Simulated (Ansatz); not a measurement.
# C2H10N2OSi: the cost of one run

Method: RKS B3LYP-D4/6-31G*, in Ansatz 0.2.0.

### 1 The structure to begin with

Bond lengths (14 of 15 bonds, heavy atoms first): C1–N2 1.418 Å, N2–C3 1.417 Å, C3–N4 1.472 Å, C3–O5 1.431 Å, C3–Si6 1.922 Å, C1–H7 1.048 Å, C1–H8 1.113 Å, C1–H9 1.100 Å, N2–H10 1.025 Å, N4–H11 0.965 Å, N4–H12 1.058 Å, O5–H13 0.915 Å, Si6–H14 1.502 Å, Si6–H15 1.503 Å. Angles (14 of 25 angles, heavy atoms first): C1–N2–C3 117.4°, N2–C3–N4 105.9°, N2–C3–O5 104.9°, N2–C3–Si6 118.8°, N4–C3–O5 98.9°, N4–C3–Si6 113.7°, O5–C3–Si6 112.3°, C1–N2–H10 113.0°, C3–N2–H10 105.3°, N2–C1–H7 116.2°, N2–C1–H8 110.1°, N2–C1–H9 108.0°, C3–N4–H11 103.6°, C3–N4–H12 102.2°.

As a file:

```xyz
16

C    -1.1808    0.0598   -1.3935
N     0.0755    0.6054   -1.0254
C     0.6581    0.1439    0.1814
N     1.3145   -1.1322   -0.1484
O     1.8248    0.9536    0.3609
Si   -0.4281    0.0688    1.7652
H    -1.2370   -0.9863   -1.4338
H    -1.9860    0.4901   -0.7573
H    -1.4579    0.4751   -2.3733
H     0.0603    1.6274   -0.9456
H     1.6480   -0.9908   -1.0432
H     0.4893   -1.7707   -0.3209
H     2.4628    0.3369    0.5828
H    -1.1122    1.3775    2.0419
H     0.3497   -0.3612    2.9778
H    -1.5039   -0.9198    1.5757
```

### 2 End point A

Input file input.yaml:

```yaml
crystal:
  periodic: [false, false, false]
  atoms:
    - { symbol: C, position_ang: [-1.1808, 0.0598, -1.3935] }
    - { symbol: "N", position_ang: [0.0755, 0.6054, -1.0254] }
    - { symbol: C, position_ang: [0.6581, 0.1439, 0.1814] }
    - { symbol: "N", position_ang: [1.3145, -1.1322, -0.1484] }
    - { symbol: O, position_ang: [1.8248, 0.9536, 0.3609] }
    - { symbol: Si, position_ang: [-0.4281, 0.0688, 1.7652] }
    - { symbol: H, position_ang: [-1.237, -0.9863, -1.4338] }
    - { symbol: H, position_ang: [-1.986, 0.4901, -0.7573] }
    - { symbol: H, position_ang: [-1.4579, 0.4751, -2.3733] }
    - { symbol: H, position_ang: [0.0603, 1.6274, -0.9456] }
    - { symbol: H, position_ang: [1.648, -0.9908, -1.0432] }
    - { symbol: H, position_ang: [0.4893, -1.7707, -0.3209] }
    - { symbol: H, position_ang: [2.4628, 0.3369, 0.5828] }
    - { symbol: H, position_ang: [-1.1122, 1.3775, 2.0419] }
    - { symbol: H, position_ang: [0.3497, -0.3612, 2.9778] }
    - { symbol: H, position_ang: [-1.5039, -0.9198, 1.5757] }
basis:
  gaussian: { orbitals: "6-31G*" }
hamiltonian:
  xc: b3lyp
  dispersion: d4
relax:
  f_tol: 0.015
  max_steps: 40
output:
  orbitals: {}
```

Run with:

```bash
ansatz run input.yaml --threads 2 --pin off --max-ram 3072MiB --backend cpu --events-out ev --progress --plain --runs-dir out
```

**Question.** How long does this run take on 2 threads of Intel Xeon Platinum 8488C (Sapphire Rapids), shared host, and how much memory does it need?

About 37 s, with a peak of 0.31 GiB.
